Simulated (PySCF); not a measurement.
# C5H8F2O: NMR shifts and electronic excitations in gas and solvents

Aim: compute the NMR shifts and electronic excitations of C5H8F2O (`FC1(F)CCOCC1`), and see what a dielectric continuum does where one was used.

The runs use PySCF 2.14.0, with density-fitted response routines of our own; the level of theory stands in each step. All values are computed, except where a source is named. Atoms are numbered from 0 throughout.

## (1) The molecule as given

16 atoms, charge 0, multiplicity 1; geometry from: GFN2-xTB. The atoms were then displaced at random by about 0.01 Å, so the start is not that level's minimum.

Bonds of the start (Å): F0–C1 1.36, C1–F2 1.37, C1–C3 1.51, C3–C4 1.50, C4–O5 1.41, O5–C6 1.42, C6–C7 1.52, C7–C1 1.54, C3–H8 1.12, C3–H9 1.11, C4–H10 1.11, C4–H11 1.09, C6–H12 1.10, C6–H13 1.07, C7–H14 1.11, C7–H15 1.07.

## (2) Geometry optimisation at PBE0-D3(BJ)/def2-SVP

What the job is given:

```
{"job": {"xc": "PBE0", "basis": "def2-SVP", "d3": "d3bj", "grid": 1, "shake": 0.01, "kind": "geom"}, "charge": 0, "multiplicity": 1}
F     -0.186010    -0.522520    -1.938250
C     -0.510800    -0.872830    -0.661400
F     -1.237770    -2.030370    -0.808220
C     -1.331470     0.201730    -0.000340
C     -0.501730     1.426550     0.271320
O      0.629480     1.115480     1.049810
C      1.489250     0.202770     0.387000
C      0.793280    -1.125470     0.112270
H     -1.751780    -0.204860     0.956880
H     -2.201650     0.452640    -0.640530
H     -1.067940     2.167020     0.868570
H     -0.183480     1.883990    -0.666780
H      1.790490     0.646620    -0.576640
H      2.324120     0.061960     1.047800
H      0.504190    -1.623070     1.058330
H      1.422780    -1.782020    -0.449100
```

On the command line:

```sh
$ OMP_NUM_THREADS=1 python probes_run.py task.json out
```

This one command runs all jobs of the session in turn.

Log:

```text
step   0  E = -469.42196586  max force = 0.028150
step   1  E = -469.42307414  max force = 0.006704
step   2  E = -469.42517895  max force = 0.005310
step   3  E = -469.42558668  max force = 0.001814
step   4  E = -469.42568987  max force = 0.001480
step   5  E = -469.42574431  max force = 0.000954
step   6  E = -469.42575705  max force = 0.000781
step   7  E = -469.42575880  max force = 0.000303
optimisation converged
```

It took 56 s on 1 thread of AMD EPYC 9R14, shared host; peak memory 0.65 GiB.

Along the way:

```csv
step,energy from step 0 (eV),largest force component (eV/Å)
0,0.0000,1.4475
1,-0.0302,0.3447
2,-0.0874,0.2731
3,-0.0985,0.0933
4,-0.1013,0.0761
5,-0.1028,0.0491
6,-0.1032,0.0402
7,-0.1032,0.0156
```

Distances of close pairs at the start and the end, largest changes first:

```csv
bond,before (Å),after (Å),change (Å)
C7–H15,1.069,1.101,+0.032
C6–H13,1.074,1.099,+0.025
C1–C7,1.537,1.512,-0.025
C3–H8,1.122,1.100,-0.021
C3–C4,1.504,1.524,+0.020
C4–H11,1.091,1.109,+0.017
C1–F2,1.375,1.358,-0.017
O5–C6,1.418,1.403,-0.016
```

The next job starts from the end point, and lists it.

```csv
at the end point,value
point group (found at 0.08 Å tolerance),Cs
"rotational constants (GHz, main isotopes)","3.421, 1.781, 1.560"
dipole moment (D),0.91
```

## (3) Nuclear shieldings: PBE0/pcSseg-1 in acetone

What the job is given:

```
{"job": {"kind": "nmr", "xc": "PBE0", "basis": "pcSseg-1", "solvent": "acetone", "pop": true}, "charge": 0, "multiplicity": 1}
F      0.522381    -0.110220    -1.911873
C     -0.136315    -0.770428    -0.911909
F     -0.594740    -1.926742    -1.455938
C     -1.290372     0.086097    -0.440912
C     -0.758422     1.301230     0.310117
O      0.089117     0.923813     1.362561
C      1.222593     0.232769     0.909260
C      0.840314    -1.063792     0.204787
H     -1.920304    -0.523934     0.223698
H     -1.891946     0.383888    -1.312938
H     -1.583703     1.877699     0.751246
H     -0.221959     1.964067    -0.398325
H      1.809652     0.867220     0.215070
H      1.849465     0.027722     1.788548
H      0.353479    -1.750095     0.913723
H      1.723019    -1.567849    -0.217088
```

With the program's defaults for keys left out, this is: GIAO PBE0/pcSseg-1 NMR shielding, non-relativistic, IEF-PCM acetone.

Log:

```text
coarse grid: 13648 points
cycle   1  E = -469.5385506259  dE =  1.161e+00  |g| = 8.221e-01  |ddm| = 3.435e+00
cycle   2  E = -469.4438262539  dE =  9.472e-02  |g| = 1.147e+00  |ddm| = 1.239e+00
cycle   3  E = -469.6516873972  dE = -2.079e-01  |g| = 8.235e-02  |ddm| = 7.783e-01
cycle   4  E = -469.6528277924  dE = -1.140e-03  |g| = 3.694e-02  |ddm| = 7.652e-02
cycle   5  E = -469.6531254097  dE = -2.976e-04  |g| = 5.208e-03  |ddm| = 2.864e-02
cycle   6  E = -469.6531293020  dE = -3.892e-06  |g| = 2.481e-03  |ddm| = 4.297e-03
final grid: 133432 points
cycle   7  E = -469.7248423856  dE = -4.070e-05  |g| = 1.337e-02  |ddm| = 2.964e-02
cycle   8  E = -469.7248068215  dE =  3.556e-05  |g| = 1.972e-02  |ddm| = 2.045e-02
cycle   9  E = -469.7248749652  dE = -6.814e-05  |g| = 9.760e-04  |ddm| = 1.248e-02
cycle  10  E = -469.7248751578  dE = -1.926e-07  |g| = 2.468e-04  |ddm| = 1.023e-03
cycle  11  E = -469.7248751706  dE = -1.282e-08  |g| = 4.681e-05  |ddm| = 2.395e-04
cycle  12  E = -469.7248751710  dE = -3.399e-10  |g| = 1.945e-05  |ddm| = 4.717e-05
converged SCF energy = -469.7248751710

GIAO shielding tensors (ppm)
atom      isotropic    diamagn.    paramagn.     s11        s22        s33       span
  0 F      306.839     477.014    -170.175    244.788    310.544    365.185    120.397
  1 C       61.306     243.760    -182.454     42.180     53.660     88.080     45.900
  2 F      289.270     473.912    -184.642    190.546    337.168    340.096    149.550
  3 C      147.660     251.022    -103.362    141.433    145.011    156.537     15.104
  4 C      118.320     245.101    -126.781     90.602     97.837    166.523     75.922
  5 O      295.265     396.975    -101.711    239.294    306.993    339.507    100.214
  6 C      118.340     245.110    -126.770     90.641     97.856    166.524     75.883
  7 C      147.649     251.030    -103.381    141.457    145.005    156.487     15.030
  8 H       29.389      30.131      -0.741     25.899     27.581     34.689      8.790
  9 H       29.436      29.210       0.225     25.933     27.539     34.835      8.903
 10 H       27.232      27.966      -0.734     22.388     26.117     33.191     10.803
 11 H       27.742      29.466      -1.724     23.088     27.422     32.716      9.629
 12 H       27.745      29.469      -1.725     23.095     27.426     32.714      9.619
 13 H       27.233      27.962      -0.729     22.387     26.117     33.195     10.807
 14 H       29.389      30.129      -0.740     25.903     27.579     34.684      8.780
 15 H       29.435      29.205       0.230     25.929     27.540     34.835      8.906
```

It took 18 s on 1 thread of AMD EPYC 9R14, shared host; peak memory 0.91 GiB.

The references, computed at this level on geometries of the same kind, shield at (ppm): 1H TMS 31.24, 13C TMS 185.4, 19F CFCl3 180.4, 17O H2O 342.8. Their shielding less the atom's gives the shift. The references are single molecules in the same continuum, so shifts against H2O, NH3, PH3, H3PO4 or CFCl3 are not on the usual liquid scales and can be off by tens of ppm. Atoms listed in one row are averaged.

```csv
atoms,environment,σ (ppm),δ (ppm)
C1,fully substituted sp3 carbon bonded to 2 F,61.3,124.1
"C4, C6",sp3 CH2 bonded to O,118.3,67.1
"C3, C7",sp3 CH2 in a ring,147.7,37.8
"H10, H11, H12, H13",hydrogen on an sp3 CH2 bonded to O,27.49,3.75
"H8, H9, H14, H15",hydrogen on an sp3 CH2 in a ring,29.41,1.83
"F0, F2",fluorine of a CF2 group,298.1,-117.6
O5,ether oxygen,295.3,47.5
```

Charges from the same density, by scheme (e):

```csv
atoms,Mulliken,IAO,Hirshfeld,ESP fit
"F0, F2",-0.32,-0.32,-0.11,-0.29
C1,0.42,0.57,0.18,0.61
"C3, C7",-0.23,-0.31,-0.10,-0.25
"C4, C6",0.05,-0.06,0.00,0.17
O5,-0.53,-0.41,-0.16,-0.48
```

Mayer bond orders: F0–C1 0.91, C1–F2 0.92, C1–C3 1.01, C3–C4 1.01, C4–O5 0.93, O5–C6 0.93, C6–C7 1.01, C7–C1 1.01.

Ring of atoms C1, C3, C4, O5, C6, C7: NICS(0) -2.9, NICS(1) -2.1, NICS(1)zz 1.5 ppm (means of both faces).

## (4) NMR shieldings: PBE0/pcSseg-1 in water

The job, as its differences from that of step 3:

```diff
@@ -1,2 +1,2 @@
-{"job": {"kind": "nmr", "xc": "PBE0", "basis": "pcSseg-1", "solvent": "acetone", "pop": true}, "charge": 0, "multiplicity": 1}
+{"job": {"kind": "nmr", "xc": "PBE0", "basis": "pcSseg-1", "solvent": "water", "pop": false}, "charge": 0, "multiplicity": 1}
 F      0.522381    -0.110220    -1.911873
```

Level: GIAO PBE0/pcSseg-1 NMR shielding, non-relativistic, IEF-PCM water.

Log:

```text
coarse grid: 13648 points
cycle   1  E = -469.5392297088  dE =  1.161e+00  |g| = 8.215e-01  |ddm| = 3.435e+00
cycle   2  E = -469.4452739081  dE =  9.396e-02  |g| = 1.144e+00  |ddm| = 1.232e+00
cycle   3  E = -469.6521408431  dE = -2.069e-01  |g| = 8.195e-02  |ddm| = 7.729e-01
cycle   4  E = -469.6532696458  dE = -1.129e-03  |g| = 3.675e-02  |ddm| = 7.607e-02
cycle   5  E = -469.6535644420  dE = -2.948e-04  |g| = 5.148e-03  |ddm| = 2.843e-02
cycle   6  E = -469.6535682704  dE = -3.828e-06  |g| = 2.438e-03  |ddm| = 4.237e-03
final grid: 133432 points
cycle   7  E = -469.7252801851  dE = -4.076e-05  |g| = 1.336e-02  |ddm| = 2.963e-02
cycle   8  E = -469.7252448925  dE =  3.529e-05  |g| = 1.967e-02  |ddm| = 2.039e-02
cycle   9  E = -469.7253127062  dE = -6.781e-05  |g| = 9.728e-04  |ddm| = 1.242e-02
cycle  10  E = -469.7253128974  dE = -1.912e-07  |g| = 2.452e-04  |ddm| = 1.016e-03
cycle  11  E = -469.7253129100  dE = -1.265e-08  |g| = 4.650e-05  |ddm| = 2.376e-04
cycle  12  E = -469.7253129104  dE = -3.369e-10  |g| = 1.940e-05  |ddm| = 4.716e-05
converged SCF energy = -469.7253129104

GIAO shielding tensors (ppm)
atom      isotropic    diamagn.    paramagn.     s11        s22        s33       span
  0 F      307.036     477.049    -170.013    244.919    310.882    365.306    120.387
  1 C       61.214     243.816    -182.602     41.976     53.705     87.961     45.985
  2 F      289.553     473.949    -184.395    190.855    337.407    340.398    149.543
  3 C      147.699     251.020    -103.321    141.443    145.054    156.598     15.155
  4 C      118.316     245.117    -126.802     90.557     97.816    166.574     76.017
  5 O      295.600     397.070    -101.470    239.797    307.223    339.780     99.983
  6 C      118.335     245.126    -126.791     90.596     97.835    166.574     75.978
  7 C      147.688     251.028    -103.340    141.467    145.048    156.548     15.081
  8 H       29.378      30.119      -0.741     25.882     27.568     34.682      8.800
  9 H       29.426      29.195       0.231     25.918     27.527     34.833      8.915
 10 H       27.223      27.958      -0.735     22.376     26.106     33.187     10.811
 11 H       27.735      29.465      -1.730     23.078     27.418     32.711      9.633
 12 H       27.738      29.468      -1.730     23.085     27.421     32.708      9.623
 13 H       27.224      27.953      -0.729     22.375     26.106     33.190     10.815
 14 H       29.377      30.117      -0.740     25.887     27.565     34.677      8.791
 15 H       29.425      29.189       0.236     25.914     27.528     34.833      8.919
```

It took 16 s on 1 thread of AMD EPYC 9R14, shared host; peak memory 0.93 GiB.

Key values: δ C1 124.3, C4 67.2, C3 37.8, F0 -117.7, H10 3.76, H8 1.84 ppm (means over like atoms).

## (5) Excited states and response: wB97X-D/def2-SVPD

The job, as its differences from that of step 4:

```diff
@@ -1,2 +1,2 @@
-{"job": {"kind": "nmr", "xc": "PBE0", "basis": "pcSseg-1", "solvent": "water", "pop": false}, "charge": 0, "multiplicity": 1}
+{"job": {"kind": "uv", "xc": "wB97X-D", "basis": "def2-SVPD", "dynamic": true, "nstates": 6, "ntriplets": 0}, "charge": 0, "multiplicity": 1}
 F      0.522381    -0.110220    -1.911873
```

Method: TDDFT wB97X-D/def2-SVPD, vertical, gas phase, core orbitals frozen in the response.

Log:

```text
coarse grid: 13648 points
cycle   1  E = -469.5862517528  dE =  1.379e+00  |g| = 8.669e-01  |ddm| = 5.289e+00
cycle   2  E = -469.5637413837  dE =  2.251e-02  |g| = 1.000e+00  |ddm| = 2.225e+00
cycle   3  E = -469.7267611464  dE = -1.630e-01  |g| = 6.289e-02  |ddm| = 1.165e+00
cycle   4  E = -469.7274788324  dE = -7.177e-04  |g| = 2.704e-02  |ddm| = 1.308e-01
cycle   5  E = -469.7276394179  dE = -1.606e-04  |g| = 6.952e-03  |ddm| = 5.246e-02
cycle   6  E = -469.7276483200  dE = -8.902e-06  |g| = 2.711e-03  |ddm| = 1.169e-02
final grid: 133432 points
cycle   7  E = -469.8010131918  dE = -1.736e-04  |g| = 7.234e-03  |ddm| = 1.937e-01
cycle   8  E = -469.8010150262  dE = -1.834e-06  |g| = 7.693e-03  |ddm| = 2.790e-02
cycle   9  E = -469.8010244239  dE = -9.398e-06  |g| = 6.241e-04  |ddm| = 7.188e-03
cycle  10  E = -469.8010245160  dE = -9.213e-08  |g| = 3.776e-04  |ddm| = 2.708e-03
cycle  11  E = -469.8010245479  dE = -3.188e-08  |g| = 6.306e-05  |ddm| = 7.422e-04
cycle  12  E = -469.8010245488  dE = -9.567e-10  |g| = 3.080e-05  |ddm| = 1.816e-04
converged SCF energy = -469.8010245488

Static polarisability (au): isotropic 62.355, principal 57.243 63.768 66.055

Singlet excitations
state   eV       nm        f      main configurations
  1   7.7957    159.0   0.00191   H->L 0.81, H->L+4 0.08
  2   8.5352    145.3   0.07989   H->L+2 0.71, H->L+3 0.20
  3   8.7344    141.9   0.02786   H->L+1 0.91
  4   8.8732    139.7   0.00886   H->L+4 0.65, H->L 0.12
  5   9.1114    136.1   0.00079   H-1->L 0.81
  6   9.3383    132.8   0.02111   H->L+3 0.49, H->L+6 0.18, H->L+2 0.13
```

Run time: 35 s. Hardware: 1 thread of AMD EPYC 9R14, shared host; peak memory 1 GiB.

The orbitals next to the gap, with their largest atomic shares:

```csv
orbital,eV,atoms
HOMO−3,-12.35,"C3 16 %, C7 16 %, C6 12 %"
HOMO−2,-11.15,"C1 18 %, F2 14 %, C3 14 %"
HOMO−1,-11.13,"O5 43 %, C6 12 %, C4 12 %"
HOMO,-9.80,"O5 58 %, C6 8 %, C4 8 %"
LUMO,2.27,"C4 12 %, C6 12 %, C3 9 %"
LUMO+1,2.89,"H13 10 %, H10 10 %, H9 9 %"
LUMO+2,2.91,"F2 12 %, O5 12 %, H14 11 %"
```

With each of the 6 states as a Gaussian band of 0.4 eV half-width at 1/e, the curve within the window shown has maxima at 144 nm (ε 4,400) L/(mol cm). Beyond the last state computed it falls off for lack of states. The curve at chosen wavelengths:

nm, ε (L/mol/cm) and a bar:
```
      129        510 ###
      131        828 ######
      132        980 #######
      134       1273 #########
      136       1659 ###########
      138       2289 ################
      139       2700 ##################
      141       3584 ########################
      143       4255 #############################
      144       4403 ##############################
      146       4234 #############################
      148       3531 ########################
      150       2572 #################
      151       2094 ##############
      153       1277 #########
      155        713 #####
      157        382 ###
      158        281 ##
      160        161 #
      162        101 #
      163         83 
      165         56 
      167         37 
      169         23 
      170         18 
      172         10
```

Ground-state properties from the same run:

```csv
property,computed
dipole moment (D),1.06
polarisability (Å³),9.24
HOMO–LUMO gap (eV),12.07
−ε(HOMO) (eV),9.80
C6 with itself (au),1954
```

## (6) TDDFT and polarisability: wB97X-D/def2-SVPD in acetone

The job, as its differences from that of step 5:

```diff
@@ -1,2 +1,2 @@
-{"job": {"kind": "uv", "xc": "wB97X-D", "basis": "def2-SVPD", "dynamic": true, "nstates": 6, "ntriplets": 0}, "charge": 0, "multiplicity": 1}
+{"job": {"kind": "uv", "xc": "wB97X-D", "basis": "def2-SVPD", "solvent": "acetone", "nstates": 6, "ntriplets": 0}, "charge": 0, "multiplicity": 1}
 F      0.522381    -0.110220    -1.911873
```

Method: TDDFT wB97X-D/def2-SVPD, vertical, IEF-PCM acetone (non-equilibrium linear response), core orbitals frozen in the response.

Log:

```text
coarse grid: 13648 points
cycle   1  E = -469.5989512277  dE =  1.366e+00  |g| = 8.542e-01  |ddm| = 5.293e+00
cycle   2  E = -469.5842934499  dE =  1.466e-02  |g| = 9.633e-01  |ddm| = 2.199e+00
cycle   3  E = -469.7347800635  dE = -1.505e-01  |g| = 6.016e-02  |ddm| = 1.117e+00
cycle   4  E = -469.7354542480  dE = -6.742e-04  |g| = 2.582e-02  |ddm| = 1.274e-01
cycle   5  E = -469.7356033636  dE = -1.491e-04  |g| = 5.800e-03  |ddm| = 5.089e-02
cycle   6  E = -469.7356101289  dE = -6.765e-06  |g| = 2.494e-03  |ddm| = 1.167e-02
final grid: 133432 points
cycle   7  E = -469.8089461568  dE = -1.743e-04  |g| = 7.512e-03  |ddm| = 1.953e-01
cycle   8  E = -469.8089481682  dE = -2.011e-06  |g| = 7.948e-03  |ddm| = 2.907e-02
cycle   9  E = -469.8089582485  dE = -1.008e-05  |g| = 6.270e-04  |ddm| = 7.468e-03
cycle  10  E = -469.8089583556  dE = -1.071e-07  |g| = 3.882e-04  |ddm| = 2.949e-03
cycle  11  E = -469.8089583908  dE = -3.523e-08  |g| = 5.993e-05  |ddm| = 8.583e-04
cycle  12  E = -469.8089583920  dE = -1.125e-09  |g| = 3.596e-05  |ddm| = 2.266e-04
cycle  13  E = -469.8089583922  dE = -2.826e-10  |g| = 7.280e-06  |ddm| = 6.837e-05
converged SCF energy = -469.8089583922

Static polarisability (au): isotropic 81.254, principal 77.832 81.501 84.429

Singlet excitations
state   eV       nm        f      main configurations
  1   7.7936    159.1   0.00162   H->L 0.78, H->L+1 0.10
  2   8.6241    143.8   0.10981   H->L+3 0.61, H->L+1 0.28
  3   8.9200    139.0   0.03264   H->L+2 0.89
  4   9.0218    137.4   0.01729   H->L+4 0.54, H->L 0.16, H->L+3 0.09
  5   9.0965    136.3   0.00203   H-1->L 0.75
  6   9.2886    133.5   0.02014   H->L+1 0.33, H->L+3 0.17, H->L+5 0.17
```

It took 30 s on 1 thread of AMD EPYC 9R14, shared host; peak memory 1.1 GiB.

In short: HOMO -9.69 eV, LUMO 2.46 eV; lowest singlet 7.79 eV.

## (7) TDDFT and polarisability: wB97X-D/def2-SVPD in water

The job, as its differences from that of step 6:

```diff
@@ -1,2 +1,2 @@
-{"job": {"kind": "uv", "xc": "wB97X-D", "basis": "def2-SVPD", "solvent": "acetone", "nstates": 6, "ntriplets": 0}, "charge": 0, "multiplicity": 1}
+{"job": {"kind": "uv", "xc": "wB97X-D", "basis": "def2-SVPD", "solvent": "water", "nstates": 6, "ntriplets": 0}, "charge": 0, "multiplicity": 1}
 F      0.522381    -0.110220    -1.911873
```

With the program's defaults for keys left out, this is: TDDFT wB97X-D/def2-SVPD, vertical, IEF-PCM water (non-equilibrium linear response), core orbitals frozen in the response.

Log:

```text
coarse grid: 13648 points
cycle   1  E = -469.5996456193  dE =  1.366e+00  |g| = 8.536e-01  |ddm| = 5.293e+00
cycle   2  E = -469.5854153757  dE =  1.423e-02  |g| = 9.614e-01  |ddm| = 2.198e+00
cycle   3  E = -469.7352556953  dE = -1.498e-01  |g| = 6.009e-02  |ddm| = 1.114e+00
cycle   4  E = -469.7359295318  dE = -6.738e-04  |g| = 2.578e-02  |ddm| = 1.276e-01
cycle   5  E = -469.7360783201  dE = -1.488e-04  |g| = 5.765e-03  |ddm| = 5.096e-02
cycle   6  E = -469.7360850565  dE = -6.736e-06  |g| = 2.489e-03  |ddm| = 1.176e-02
final grid: 133432 points
cycle   7  E = -469.8094186765  dE = -1.744e-04  |g| = 7.527e-03  |ddm| = 1.955e-01
cycle   8  E = -469.8094207066  dE = -2.030e-06  |g| = 7.962e-03  |ddm| = 2.915e-02
cycle   9  E = -469.8094308227  dE = -1.012e-05  |g| = 6.283e-04  |ddm| = 7.488e-03
cycle  10  E = -469.8094309317  dE = -1.090e-07  |g| = 3.893e-04  |ddm| = 2.976e-03
cycle  11  E = -469.8094309673  dE = -3.560e-08  |g| = 6.035e-05  |ddm| = 8.709e-04
cycle  12  E = -469.8094309685  dE = -1.178e-09  |g| = 3.660e-05  |ddm| = 2.349e-04
cycle  13  E = -469.8094309687  dE = -2.938e-10  |g| = 7.344e-06  |ddm| = 7.034e-05
converged SCF energy = -469.8094309687

Static polarisability (au): isotropic 82.730, principal 79.654 82.813 85.725

Singlet excitations
state   eV       nm        f      main configurations
  1   7.7927    159.1   0.00152   H->L 0.77, H->L+1 0.10
  2   8.6327    143.6   0.10833   H->L+3 0.63, H->L+1 0.25
  3   8.9329    138.8   0.03202   H->L+2 0.88
  4   9.0297    137.3   0.01836   H->L+4 0.52, H->L 0.16, H->L+3 0.09
  5   9.0966    136.3   0.00187   H-1->L 0.74
  6   9.2900    133.5   0.01886   H->L+1 0.33, H->L+5 0.17, H->L+4 0.17
```

Run time: 30 s. Hardware: 1 thread of AMD EPYC 9R14, shared host; peak memory 1.1 GiB.

Key values: HOMO -9.69 eV, LUMO 2.46 eV; lowest singlet 7.79 eV.

## (8) Side by side: NMR shifts

Shifts (ppm), means over like atoms, with basis size and wall time:

```csv
run,C1,C4,C3,H10,H8,F0,O5,functions,time
PBE0/pcSseg-1 in acetone,124.1,67.1,37.8,3.75,1.83,-117.6,47.5,176,18 s
PBE0/pcSseg-1 in water,124.3,67.2,37.8,3.76,1.84,-117.7,47.6,176,16 s
```

The continuum's effect on the ground state:

```csv
solvent,ε,polarisation energy (Eh),μ (D)
acetone,20.49,-0.0082,1.10
water,78.36,-0.0088,1.10
```

## (9) Run by run: electronic excitations

Excitations and ground-state properties, with basis size and wall time:

```csv
run,lowest singlet (eV),brightest (eV),f,gap (eV),α (Å³),μ (D),functions,time
wB97X-D/def2-SVPD,7.80,8.54,0.080,12.07,9.24,1.06,233,35 s
wB97X-D/def2-SVPD in acetone,7.79,8.62,0.110,12.14,12.04,1.21,233,30 s
wB97X-D/def2-SVPD in water,7.79,8.63,0.108,12.15,12.26,1.21,233,30 s
```

The continuum's effect on the ground state:

```csv
solvent,ε,polarisation energy (Eh),μ (D)
acetone,20.49,-0.0089,1.21
water,78.36,-0.0095,1.21
```

## (10) Summary of results

| quantity | value |
| --- | --- |
| point group | Cs |
| rotational constants (main isotopes) | 3.42, 1.78, 1.56 GHz |
| 13C shifts against TMS (PBE0/pcSseg-1, acetone, means over atoms taken as alike) | 124.1, 67.1, 37.8 ppm |
| 1H shifts against TMS (PBE0/pcSseg-1, acetone, means over atoms taken as alike) | 3.75, 1.83 ppm |
| 19F shifts against CFCl3 (PBE0/pcSseg-1, acetone, means over atoms taken as alike) | -117.6 ppm |
| 17O shifts against H2O (PBE0/pcSseg-1, acetone) | 47.5 ppm |
| lowest singlet (wB97X-D/def2-SVPD) | 7.80 eV (159 nm), f = 0.002 |
| brightest single state of those computed | state 2, 8.54 eV, f = 0.080 |
| range of the shift of C1 | 124.1 to 124.3 ppm |
| range of the lowest singlet | 7.79 to 7.80 eV |

**Reading.** The optimisation took 7 steps and gained 0.103 eV; among the close pairs (by a distance rule), C7–H15 changed most, from 1.069 to 1.101 Å. H10, H11, H12, H13 (mean) (hydrogen on an sp3 CH2 bonded to O) lies farthest downfield among hydrogen, at 3.75 ppm; its carbon carries O, which withdraws density. At PBE0/pcSseg-1: Shielding is most anisotropic at F0, F2 (span 135 ppm, paramagnetic term -177 ppm). The first singlet state (HOMO→LUMO 0.81, HOMO→LUMO+4 0.08) lies at 7.80 eV and is weak; of the 6 states computed, the strongest absorption comes from state 2 at 8.54 eV. Across the 2 runs the shift of C1 moves most, between 124.1 (PBE0/pcSseg-1 in acetone) and 124.3 ppm (PBE0/pcSseg-1 in water). Part of that comes from the computed reference. The continuum holds electrostatics alone: no hydrogen bonds to the solvent, and the gas-phase geometry is kept.
